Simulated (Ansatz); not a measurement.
# ClH5OSn: the cost of one run

Program: Ansatz 0.2.0. Level of theory: RKS r2SCAN-D4/def2-SVP. These are calculated values, not measurements.

### 1 The structure to begin with

Bond lengths: Sn1–O2 2.310 Å, O2–H3 1.010 Å, Sn1–H4 1.740 Å, Sn1–H5 1.739 Å, Sn1–H6 1.739 Å, Sn1–Cl7 2.710 Å. Angles: Sn1–O2–H3 109.5°, O2–Sn1–H4 109.4°, O2–Sn1–H5 109.5°, O2–Sn1–H6 109.5°, O2–Sn1–Cl7 71.6°, H4–Sn1–H5 109.5°, H4–Sn1–H6 109.5°, H4–Sn1–Cl7 67.2°, H5–Sn1–H6 109.5°, H5–Sn1–Cl7 176.6°, H6–Sn1–Cl7 72.8°.

Structure file:

```xyz
8

Sn    0.0000    0.0000    0.0000
O     0.0000    0.0000    2.3100
H    -0.9095   -0.2814    2.6471
H     1.6408    0.0000   -0.5794
H    -0.8195    1.4198   -0.5794
H    -0.8195   -1.4198   -0.5794
Cl    1.4144   -2.1479    0.8545
H     0.7344   -1.1152    2.0705
```

### 2 Pulling towards end A

Springs on the bonds that form and break draw the guess towards this end; the thresholds are loose.

File input.yaml:

```yaml
crystal:
  periodic: [false, false, false]
  atoms:
    - { symbol: Sn, position_ang: [0.0, 0.0, 0.0] }
    - { symbol: O, position_ang: [0.0, 0.0, 2.31] }
    - { symbol: H, position_ang: [-0.9095, -0.2814, 2.6471] }
    - { symbol: H, position_ang: [1.6408, 0.0, -0.5794] }
    - { symbol: H, position_ang: [-0.8195, 1.4198, -0.5794] }
    - { symbol: H, position_ang: [-0.8195, -1.4198, -0.5794] }
    - { symbol: Cl, position_ang: [1.4144, -2.1479, 0.8545] }
    - { symbol: H, position_ang: [0.7344, -1.1152, 2.0705] }
basis:
  gaussian: { orbitals: def2-SVP }
hamiltonian:
  xc: r2scan
  dispersion: d4
relax:
  f_tol: 0.15
  max_steps: 25
  restrain:
    - { distance: [0, 6], at: 3.61, k: 30.0 }
    - { distance: [7, 1], at: 2.21, k: 30.0 }
    - { distance: [0, 1], at: 1.96, k: 30.0 }
    - { distance: [7, 6], at: 1.37, k: 30.0 }
```

Command:

```sh
$ ansatz run input.yaml --threads 2 --pin off --max-ram 3072MiB --backend cpu --events-out ev --progress --plain --runs-dir out
```

Q: Estimate wall time and peak memory on 2 threads of Arm Neoverse V1, shared host.

About 29 s, with a peak of 0.14 GiB.
